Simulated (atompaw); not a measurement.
# Hg: generating and testing a PAW (atompaw) potential

Task: generate the file, and judge it by its logarithmic derivatives, its ghosts and its cutoff.

The numbers are computed with atompaw 4.2.0.5 (PBE, scalar-relativistic, spin-unpolarised reference atom).

### Step 1. The design

The settings as typed:

```
element                 : mercury (Hg, Z = 80)
type                    : PAW
frozen core             : [Xe] 4f14
valence charge          : 12
reference configuration : 5d10 6s2 6p0
partial waves           : 6s (bound): rc 3.00 bohr; 6s channel at 0.05 Ry: rc 3.00 bohr; 6p (bound, empty): rc 3.00 bohr; 6p channel at 0.8 Ry: rc 3.00 bohr; 5d (bound): rc 3.00 bohr; 5d channel at 0.65 Ry: rc 2.15 bohr
local potential         : vpsmatchnc scheme with l = 3 at 1 Ry, radius 2.50 bohr
core correction         : smooth core density matched at 2.65 bohr
augmentation charge     : sinc compensation charge, radius 2.85 bohr; PAW radius 3.00 bohr; waves and projectors: custom rrkj gramschmidtortho
```

The outer shells as boxes (Hund's rule for the drawing; the calculation is spin-unpolarised):

```
[Xe] core
4f [↑↓][↑↓][↑↓][↑↓][↑↓][↑↓][↑↓]
5d [↑↓][↑↓][↑↓][↑↓][↑↓]
6s [↑↓]
6p [  ][  ][  ]
```

The nodes and maxima of the atom's own shells, from an earlier all-electron run, set the scale for the radii.

All-electron outer shells of the reference configuration (PBE, scalar-relativistic, ld1.x):

| shell | level (eV) | outermost node (bohr) | outermost maximum (bohr) |
| --- | --- | --- | --- |
| 4f | -95.89 | – | 0.37 |
| 5p | -66.52 | 0.51 | 0.93 |
| 5d | -9.86 | 0.55 | 1.17 |
| 6s | -6.82 | 1.08 | 2.21 |
| 6p | -1.05 | 1.28 | 3.34 |

### Step 2. Generating the potential

Input file Hg.input:

```
Hg 80
GGA-PBE scalarrelativistic loggrid 2001 logderivrange -3 5 201
6 6 5 4 0 0
6 1 0
0 0 0
c
c
c
c
c
v
c
c
c
c
v
c
c
v
c
2
3.00 2.85 2.50 2.65
y
0.05
n
y
0.8
n
y
0.65
n
custom rrkj gramschmidtortho sinc
3 1 vpsmatchnc
3.00
3.00
3.00
3.00
3.00
2.15
PWSCFOUT
UPFDX 0.0125d0 UPFXMIN -7.d0 UPFZMESH 80.d0
END
```

Launch:

```
atompaw < Hg.input > Hg.log
```

**Question.** What will these runs give? Wanted: cutoffs for 10 and 1 mRy, occupied levels; bound ghosts; largest phase difference near zero energy, channels read; lowest eigenvalue of the overlap; share of valence orbitals outside the PAW sphere; UPF file.

**Answer**, as computed:

| quantity | value |
| --- | --- |
| cutoffs for 10 and 1 mRy, occupied levels | 12 Ry and 18 Ry |
| bound ghosts | s at -216.78 eV |
| largest phase difference near zero energy, channels read | 0.046 rad |
| lowest eigenvalue of the overlap (Bessel basis) | 0.076 (s) |
| share of valence orbitals outside the PAW sphere | 6s 32 %, 6p 77 %, 5d 3 % |
| UPF file | written |

What this shows: A bound ghost (s) makes it unfit for use: electrons can fall into a state that the atom doesn't have. The potential is soft on the atom at that tolerance: the looser tolerance needs 12 Ry. The slowest occupied level is 5d: taken alone it needs 12 Ry to come within 1 mRy, against 6 Ry or less for 6s. Of the channels read, d scatters worst near zero energy, by up to 0.05 rad. In the d channel the atom's pole at 3.88 Ry sits lower, at 1.08 Ry, in the pseudo curve.
